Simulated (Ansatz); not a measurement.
I need an atomisation energy of BClHO, SMILES O[B]Cl. Use the Python package of Ansatz (0.2.0). Settings (for the species named): MP2, cc-pVDZ basis, multiplicity 2.

```xyz
4

O     0.3695    0.1363   -0.9296
B    -0.7263   -0.1471    0.0252
Cl   -0.3419   -1.1124    1.5241
H     0.7543    1.0629   -0.6400
```

`bclho_tae.py`:
```python
"""Energy to split BClHO into its atoms."""

from collections import Counter

import ansatz


def energy_of(molecule, charge=0, unpaired=0):
    calc = molecule.calculation().basis(gaussian="cc-pVDZ").correlation("mp2")
    if charge:
        calc = calc.charge(charge)
    if unpaired:
        calc = calc.spin("collinear", total=unpaired)
    report = calc.run(threads=1).report
    if report["published_state_doubts"]:
        print("  doubts:", report["published_state_doubts"])
    return report["free_energy_ev"]

geometry_ang = [
    ("O", [0.3695, 0.1363, -0.9296]),
    ("B", [-0.7263, -0.1471, 0.0252]),
    ("Cl", [-0.3419, -1.1124, 1.5241]),
    ("H", [0.7543, 1.0629, -0.64]),
]
molecule = ansatz.Crystal.molecule()
for symbol, xyz in geometry_ang:
    molecule = molecule.atom(symbol, xyz)

# Hund ground states
unpaired = {"O": 2, "B": 1, "Cl": 1, "H": 1}
counts = Counter(site.symbol for site in molecule.cartesian_sites)
atom_energy = {s: energy_of(ansatz.Crystal.molecule().atom(s, (0, 0, 0)), 0, unpaired[s]) for s in counts}
whole = energy_of(molecule, 0, 1)
for s, e in atom_energy.items():
    print(f"{s:2s} x{counts[s]}  {e:14.5f} eV")
print(f"BClHO: {whole:.5f} eV")
split = sum(counts[s] * e for s, e in atom_energy.items()) - whole
print(f"atomisation energy (no zero-point term): {split:.3f} eV, {split / sum(counts.values()):.3f} eV an atom")
```

```console
$ python bclho_tae.py
O  x1     -2037.97312 eV
B  x1      -668.48776 eV
Cl x1    -12505.83443 eV
H  x1       -13.58606 eV
BClHO: -15239.07776 eV
atomisation energy (no zero-point term): 13.196 eV, 3.299 eV an atom
```

13.196 eV from the electronic energies, without the zero-point term.

Caveats:
- Total energies depend on the basis set; only differences at equal settings carry meaning.
- The geometry is a force-field or estimated start, not a minimum of this method, and the basis set is short of its limit. All parts are taken at fixed geometry, without zero-point energy.
- The run takes the species as open-shell (spin multiplicity 2), which needn't be its ground state.
- In double-zeta sets correlated atomisation energies come out some 10 to 15 % low.
- For Al to Cl the sets with a tight d function, cc-pV(X+d)Z, are usual.
- It ran for 1 s on 1 thread of Arm Neoverse V1, on a shared host, peak memory 0.15 GiB.
